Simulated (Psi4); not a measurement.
# doublet CHClFNSi+: levels of theory compared

Aim: a comparison of 3 runs (U-wB97X-V/6-31G*, UBHLYP/6-31G*, UMP3/6-31G*) of doublet CHClFNSi+. 

The results are computed with Psi4 1.11.

1 further run of the same task is left out (it didn't finish).

## Step 1: The molecule

CHClFNSi+: 6 atoms, total charge +1, spin state doublet. As SMILES of the parent species, `FC1=N[SiH]1Cl`. The coordinates come from a PBE0-D4/def2-TZVP relaxation. That shape belongs to the parent species and isn't relaxed for this state.

Bond lengths: F1–C2 1.310 Å, C2–N3 1.270 Å, C2–Si4 1.756 Å, N3–Si4 1.774 Å, Si4–Cl5 2.023 Å, Si4–H6 1.469 Å. Angles: F1–C2–N3 128.1°, F1–C2–Si4 162.2°, N3–C2–Si4 69.7°, C2–N3–Si4 68.1°, C2–Si4–N3 42.2°, C2–Si4–Cl5 123.2°, N3–Si4–Cl5 119.8°, C2–Si4–H6 125.2°, N3–Si4–H6 120.9°, Cl5–Si4–H6 109.4°.

## Step 2: A single-point energy at U-wB97X-V/6-31G(d) (spherical functions) (run 1)

Contents of run_ase.py:

```python
import numpy as np
from ase.calculators.psi4 import Psi4
from ase import Atoms

a = Atoms(['F', 'C', 'N', 'Si', 'Cl', 'H'], positions=[
    [0.158300, -2.281300, -0.638700],
    [0.216600, -1.043700, -0.212100],
    [1.240300, -0.391700, 0.161000],
    [-0.233900, 0.593200, 0.234800],
    [-0.525700, 2.070200, -1.116500],
    [-0.813600, 0.989400, 1.525400],
])
calc = Psi4(atoms=a, method='wb97x-v', basis='6-31G*', memory='2200MB', num_threads=1, charge=1, multiplicity=2, label='psi4-calc', reference='uks')
calc.psi4.set_options({'puream': True, 'e_convergence': 1e-09, 'd_convergence': 1e-08, 'scf_type': 'pk', 'dft_radial_points': 99, 'dft_spherical_points': 590, 'maxiter': 100})
a.calc = calc

print(f'energy: {a.get_potential_energy():.6f} eV')
```

On the command line:

```console
$ python run_ase.py
```

psi4-calc.dat:

```text
[...]
  Running in c1 symmetry.
[...]
  Nuclear repulsion =  257.916144657430209
[...]
  Multiplicity = 2
[...]
  Nalpha       = 27
  Nbeta        = 26
[...]
    Number of basis functions: 80
[...]
   @UKS iter   1:  -942.28840355113778    1.64195e-01   5.68127e-03 DIIS/ADIIS
[...]
   @UKS iter  20:  -942.39656147692824   -7.95808e-12   8.49809e-09 DIIS
[...]
   @S^2 Observed:                7.559218664E-01
[...]
    Orbital Energies [Eh]
    ---------------------
    Alpha Occupied:
       1A   -101.742499     2A    -66.484516     3A    -25.082294
       4A    -14.772455     5A    -10.713512     6A     -9.786702
       7A     -7.540707     8A     -7.534608     9A     -7.532338
      10A     -5.731832    11A     -4.085118    12A     -4.081896
      13A     -4.077928    14A     -1.649782    15A     -1.402719
      16A     -1.192193    17A     -1.001393    18A     -0.968547
      19A     -0.874173    20A     -0.865578    21A     -0.835999
      22A     -0.766844    23A     -0.758354    24A     -0.701011
      25A     -0.698776    26A     -0.655579    27A     -0.648945
    Alpha Virtual:
[...]
  @UKS Final Energy:  -942.39656147692824
   => Energetics <=
    Nuclear Repulsion Energy =            257.9161446574302090
    One-Electron Energy =               -1800.9163865508016897
    Two-Electron Energy =                 653.7190837343824796
    DFT Exchange-Correlation Energy =     -53.3338838308397101
    Empirical Dispersion Energy =           0.0000000000000000
    VV10 Nonlocal Energy =                  0.2184805129003055
    Total Energy =                       -942.3965614769282411
[...]
 Multipole Moments:
 ------------------------------------------------------------------------------------
     Multipole            Electronic (a.u.)      Nuclear  (a.u.)        Total (a.u.)
 ------------------------------------------------------------------------------------
 L = 1.  Multiply by 2.5417464519 to convert [e a0] to [Debye]
 Dipole X            :          0.2159024           -0.4624778           -0.2465754
 Dipole Y            :         -1.8435605            1.4357175           -0.4078430
 Dipole Z            :         -1.7710072            2.7001277            0.9291205
 Magnitude           :                                                    1.0442223
[...]
```

The script printed:

```text
energy: -25643.916622 eV
```

Run time: 92 s. Hardware: 1 thread of Intel Xeon 6975P-C (Granite Rapids), shared host; peak memory 0.96 GiB.

## Step 3: Energy and forces at UBHLYP/6-31G(d) (spherical functions) (run 2)

Contents of chclfnsi.json:

```json
{
  "schema_name": "qcschema_input",
  "schema_version": 1,
  "molecule": {
    "schema_name": "qcschema_molecule",
    "schema_version": 2,
    "symbols": ["F", "C", "N", "Si", "Cl", "H"],
    "geometry": [0.29914365, -4.31103221, -1.20696808, 0.40931468, -1.97230716, -0.40081091, 2.34382731, -0.74020572, 0.30424591, -0.44200694, 1.12098554, 0.44370769, -0.99342902, 3.91211102, -2.10987922, -1.53748117, 1.86969503, 2.88258823],
    "molecular_charge": 1,
    "molecular_multiplicity": 2,
    "fix_symmetry": "c1",
    "fix_com": true,
    "fix_orientation": true
  },
  "driver": "gradient",
  "model": {
    "method": "bhhlyp",
    "basis": "6-31G*"
  },
  "keywords": {
    "reference": "uks",
    "puream": true,
    "e_convergence": 1e-09,
    "d_convergence": 1e-08,
    "scf_type": "pk",
    "dft_radial_points": 99,
    "dft_spherical_points": 590,
    "maxiter": 100
  }
}
```

On the command line:

```console
$ psi4 --qcschema chclfnsi.json -n 1 --memory 2200MB
```

stdout, shortened:

```text
[...]
  Running in c1 symmetry.
[...]
  Nuclear repulsion =  257.916144839213416
[...]
  Multiplicity = 2
[...]
  Nalpha       = 27
  Nbeta        = 26
[...]
    Number of basis functions: 80
[...]
   @UKS iter   1:  -942.38595815229110    2.51462e-01   5.43756e-03 ADIIS/DIIS
[...]
   @UKS iter  20:  -942.48349468919400   -9.43601e-12   8.44969e-09 DIIS
[...]
   @S^2 Observed:                7.599838462E-01
[...]
  @UKS Final Energy:  -942.48349468919400
   => Energetics <=
    Nuclear Repulsion Energy =            257.9161448392134162
    One-Electron Energy =               -1801.0797953329981738
    Two-Electron Energy =                 637.7283370603369121
    DFT Exchange-Correlation Energy =     -37.0481812557462504
    Empirical Dispersion Energy =           0.0000000000000000
    VV10 Nonlocal Energy =                  0.0000000000000000
    Total Energy =                       -942.4834946891940035
[...]
 Multipole Moments:
 ------------------------------------------------------------------------------------
     Multipole            Electronic (a.u.)      Nuclear  (a.u.)        Total (a.u.)
 ------------------------------------------------------------------------------------
 L = 1.  Multiply by 2.5417464519 to convert [e a0] to [Debye]
 Dipole X            :          2.7748756           -3.0588996           -0.2840240
 Dipole Y            :        -28.0979745           28.2548070            0.1568325
 Dipole Z            :         38.1214117          -37.9113077            0.2101041
 Magnitude           :                                                    0.3865356
[...]
  -Total Gradient:
     Atom            X                  Y                   Z
    ------   -----------------  -----------------  -----------------
       1        0.016847950943    -0.043888932131    -0.012357065140
       2       -0.081748245949     0.102865729450     0.022584284766
       3        0.042085189194     0.013151248349     0.010032361631
       4        0.029420372033    -0.102951414827    -0.013319764222
       5       -0.004083250370     0.021632097869    -0.011006835030
       6       -0.002520143108     0.009176216983     0.004061381998
[...]
```

The result, in JSON:

```text
{
 "driver": "gradient",
 "model": {
  "method": "bhhlyp",
  "basis": "6-31G*"
 },
 "success": true,
 "return_result": [0.016847950942686037, -0.04388893213138395, -0.012357065139950454, -0.08174824594857716, 0.10286572944976581, 0.022584284765894004, 0.04208518919428711, 0.013151248349361988, 0.010032361630786232, 0.029420372033368024, -0.10295141482693403, -0.01331976422222493, -0.004083250370465932, 0.021632097868841835, -0.011006835030380538, -0.0025201431077384456, 0.009176216982702289, 0.004061381997577038],
 "properties": {
  "calcinfo_nbasis": 80,
  "calcinfo_nmo": 80,
  "calcinfo_nalpha": 27,
  "calcinfo_nbeta": 26,
  "calcinfo_natom": 6,
  "nuclear_repulsion_energy": 257.9161448392134,
  "return_energy": -942.483494689194,
  "return_gradient": [0.016847950942686037, -0.04388893213138395, -0.012357065139950454, -0.08174824594857716, 0.10286572944976581, 0.022584284765894004, 0.04208518919428711, 0.013151248349361988, 0.010032361630786232, 0.029420372033368024, -0.10295141482693403, -0.01331976422222493, -0.004083250370465932, 0.021632097868841835, -0.011006835030380538, -0.0025201431077384456, 0.009176216982702289, 0.004061381997577038],
  "scf_one_electron_energy": -1801.0797953329982,
  "scf_two_electron_energy": 637.7283370603369,
  "scf_xc_energy": -37.04818125574625,
  "scf_dipole_moment": [-0.2840239693468747, 0.156832504801649, 0.2101040658886575],
  "scf_total_energy": -942.483494689194,
  "scf_total_gradient": [0.016847950942686037, -0.04388893213138395, -0.012357065139950454, -0.08174824594857716, 0.10286572944976581, 0.022584284765894004, 0.04208518919428711, 0.013151248349361988, 0.010032361630786232, 0.029420372033368024, -0.10295141482693403, -0.01331976422222493, -0.004083250370465932, 0.021632097868841835, -0.011006835030380538, -0.0025201431077384456, 0.009176216982702289, 0.004061381997577038],
  "scf_iterations": 20
 }
}
```

Wall time 21 s (1 thread of Intel Xeon 6975P-C (Granite Rapids), shared host); peak memory 0.91 GiB.

## Step 4: A single-point energy at UMP3/6-31G(d) (spherical functions) (run 3)

Contents of chclfnsi.xyz:

```xyz
6
CHClFNSi
F      0.158300    -2.281300    -0.638700
C      0.216600    -1.043700    -0.212100
N      1.240300    -0.391700     0.161000
Si    -0.233900     0.593200     0.234800
Cl    -0.525700     2.070200    -1.116500
H     -0.813600     0.989400     1.525400
```

Contents of run.py:

```python
import psi4

psi4.set_memory(2200000000)
psi4.set_num_threads(1)
psi4.core.set_output_file('chclfnsi.out', False)

with open('chclfnsi.xyz') as f:
    atoms = ''.join(f.readlines()[2:])
mol = psi4.geometry('1 2\n' + atoms + 'symmetry c1\nno_reorient\nno_com')

options = {'basis': '6-31G*', 'reference': 'uhf', 'puream': True, 'e_convergence': 1e-09, 'd_convergence': 1e-08, 'scf_type': 'pk', 'num_frozen_docc': 13, 'maxiter': 100, 'mp_type': 'conv'}
psi4.set_options(options)

energy_value = psi4.energy("mp3")
print(f'mp3 energy: {energy_value:.10f} Eh')
```

On the command line:

```console
$ python run.py
```

chclfnsi.out:

```text
[...]
  Running in c1 symmetry.
[...]
  Nuclear repulsion =  257.916144657430209
[...]
  Multiplicity = 2
[...]
  Nalpha       = 27
  Nbeta        = 26
[...]
    Number of basis functions: 80
[...]
   @UHF iter   1:  -940.24779449756591    5.19988e-02   5.64888e-03 DIIS/ADIIS
[...]
   @UHF iter  23:  -940.38298704652971   -6.13909e-12   9.75809e-09 DIIS
[...]
   @S^2 Observed:                7.978561847E-01
[...]
    Orbital Energies [Eh]
    ---------------------
    Alpha Occupied:
       1A   -105.039736     2A    -69.127420     3A    -26.604860
       4A    -15.944643     5A    -11.677045     6A    -10.780267
       7A     -8.247984     8A     -8.245879     9A     -8.245026
      10A     -6.480985    11A     -4.589195    12A     -4.586768
      13A     -4.584453    14A     -1.919587    15A     -1.610864
      16A     -1.327699    17A     -1.119584    18A     -1.074392
      19A     -0.983802    20A     -0.967089    21A     -0.918097
      22A     -0.837345    23A     -0.823344    24A     -0.762494
      25A     -0.739401    26A     -0.688464    27A     -0.680616
    Alpha Virtual:
[...]
  @UHF Final Energy:  -940.38298704652971
   => Energetics <=
    Nuclear Repulsion Energy =            257.9161446574302090
    One-Electron Energy =               -1800.5208115085770260
    Two-Electron Energy =                 602.2216798046169970
    Total Energy =                       -940.3829870465297063
  UHF NO Occupations:
  HONO-2 :   25  A 1.9939263
  HONO-1 :   26  A 1.9837842
[...]
 Multipole Moments:
 ------------------------------------------------------------------------------------
     Multipole            Electronic (a.u.)      Nuclear  (a.u.)        Total (a.u.)
 ------------------------------------------------------------------------------------
 L = 1.  Multiply by 2.5417464519 to convert [e a0] to [Debye]
 Dipole X            :          2.8737725           -3.0588997           -0.1851272
 Dipole Y            :        -28.1639789           28.2548071            0.0908282
 Dipole Z            :         38.2394486          -37.9113076            0.3281410
 Magnitude           :                                                    0.3875543
[...]
	SCS-MP2 Total Energy (a.u.)        :  -940.98433822418110
	SOS-MP2 Total Energy (a.u.)        :  -940.97337143031052
[...]
	SOS-PI-MP2 Total Energy (a.u.)     :  -941.01878561367823
[...]
	MP2 Total Energy (a.u.)            :  -941.00627181192260
[...]
	SCS-MP3 Total Energy (a.u.)        :  -940.98928453740791
[...]
	MP3 Total Energy (a.u.)            :  -941.02605706482984
[...]
```

On the terminal:

```text
mp3 energy: -941.0260570648 Eh
```

Run time: 8.1 s. Hardware: 1 thread of Intel Xeon 6975P-C (Granite Rapids), shared host; peak memory 0.42 GiB.

## Step 5: Overview of the runs

```csv
run,level,task,frozen core orbitals,energy (Eh),HOMO energy (eV),LUMO energy (eV),⟨S²⟩,wall time
1,U-wB97X-V/6-31G* (spherical functions),energy,0,-942.396561,-17.66,-9.99,0.756,92 s
2,UBHLYP/6-31G* (spherical functions),gradient,0,-942.483495,-16.52,-10.96,0.760,21 s
3,UMP3/6-31G* (spherical functions),energy,13,-941.026057,-18.51,-7.42,0.798,8.1 s
```

## Step 6: Outcome

```
                                                         quantity          value
                                              run 3: total energy  -941.02606 Eh
run 3: HOMO energy (Hartree–Fock orbitals) (highest over α and β)      -18.51 eV
 run 3: LUMO energy (Hartree–Fock orbitals) (lowest over α and β)       -7.42 eV
              run 3: correlation energy (13 core orbitals frozen)     -643.1 mEh
                         run 3: ⟨S²⟩ of the reference determinant          0.798
```

In words: Totals of different functionals can't be ranked against each other. All runs together took 2 min, the longest 92 s.
